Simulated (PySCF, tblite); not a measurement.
# C₁₀H₁₀O: geometry, infrared bands and NMR shifts

Wanted: the infrared bands and NMR shifts of C₁₀H₁₀O (`C#Cc1ccc(OC)c(C)c1`), by calculation.

Programs: tblite 0.8.0 and PySCF 2.14.0, with density-fitted response routines of our own. Each step states its level of theory. These are calculated values for one molecule in the gas phase, unless marked as measured. Atoms are numbered from 0 throughout.

## 1. The starting structure

21 atoms, charge 0, multiplicity 1; geometry from: force field or distance geometry start.

Bonds of the start (Å): C0–C1 1.22, C1–C2 1.42, C2–C3 1.39, C3–C4 1.40, C4–C5 1.40, C5–O6 1.37, O6–C7 1.42, C5–C8 1.41, C8–C9 1.51, C8–C10 1.40, C10–C2 1.40, C0–H11 1.05, C3–H12 1.09, C4–H13 1.08, C7–H14 1.09, C7–H15 1.10, C7–H16 1.09, C9–H17 1.10, C9–H18 1.10, C9–H19 1.09, C10–H20 1.10.

## 2. Optimising the geometry with GFN2-xTB

What the job is given:

```
{"job": {"kind": "relax", "xc": "GFN2-xTB", "basis": "xTB"}, "charge": 0, "multiplicity": 1}
C      4.528200    -0.419700     0.225300
C      3.316200    -0.348700     0.176600
C      1.902500    -0.280800     0.142400
C      1.134800    -1.430100    -0.016200
C     -0.261700    -1.367400    -0.046800
C     -0.915200    -0.131800     0.043000
O     -2.268400     0.047100     0.007200
C     -3.068000    -1.113300    -0.133500
C     -0.143300     1.039700     0.195000
C     -0.822000     2.384100     0.308300
C      1.250400     0.957100     0.237700
H      5.578900    -0.475400     0.263300
H      1.619300    -2.404400    -0.076800
H     -0.805500    -2.294800    -0.172100
H     -2.875200    -1.610900    -1.087800
H     -4.123900    -0.798800    -0.133700
H     -2.940200    -1.798100     0.710600
H     -1.406100     2.585600    -0.597000
H     -0.086100     3.195300     0.419800
H     -1.468300     2.412800     1.186500
H      1.844600     1.869300     0.358200
```

Launch:

```sh
> OMP_NUM_THREADS=1 python probes_run.py task.json out
```

This one command runs all jobs of the session in turn.

**Question.** This job is followed by: GFN2-xTB harmonic vibrations, gas phase; GIAO PBE0/pcSseg-1 NMR shielding, non-relativistic, gas phase. What will the session give for the following? strongest single infrared mode (GFN2-xTB); zero-point energy (GFN2-xTB); 13C shifts against TMS (PBE0/pcSseg-1); 1H shifts against TMS (PBE0/pcSseg-1, means over atoms taken as alike); 17O shifts against H2O (PBE0/pcSseg-1).

As calculated:

| quantity | value |
| --- | --- |
| strongest single infrared mode (GFN2-xTB) | 1294 cm⁻¹, 113 km/mol |
| zero-point energy (GFN2-xTB) | 103.4 kcal/mol |
| 13C shifts against TMS (PBE0/pcSseg-1) | 165.0, 141.0, 138.4, 133.1, 118.3, 111.8, 89.4, 84.8, 56.0, 20.1 ppm |
| 1H shifts against TMS (PBE0/pcSseg-1, means over atoms taken as alike) | 7.71, 7.70, 6.69, 4.00, 2.66, 2.34 ppm |
| 17O shifts against H2O (PBE0/pcSseg-1) | 109.1 ppm |

**Reading.** The optimisation took 32 steps and gained 0.075 eV; among the close pairs (by a distance rule), C8–C10 changed most, from 1.397 to 1.379 Å. All 57 modes are real, so the xTB geometry is a minimum. The strongest single mode, at 1294 cm⁻¹, has its largest shares on C2, C8, C4 and C3 (the list is cut at 4 atoms). Unscaled tight-binding wavenumbers are off by several per cent, some by more. Its intensities can rank the bands wrongly. At PBE0/pcSseg-1: The widest tensor belongs to C1: span 309 ppm, with a paramagnetic part of -146 ppm. NICS(1)zz of -25 ppm above the planar ring from C2 marks a diatropic (aromatic) ring current.
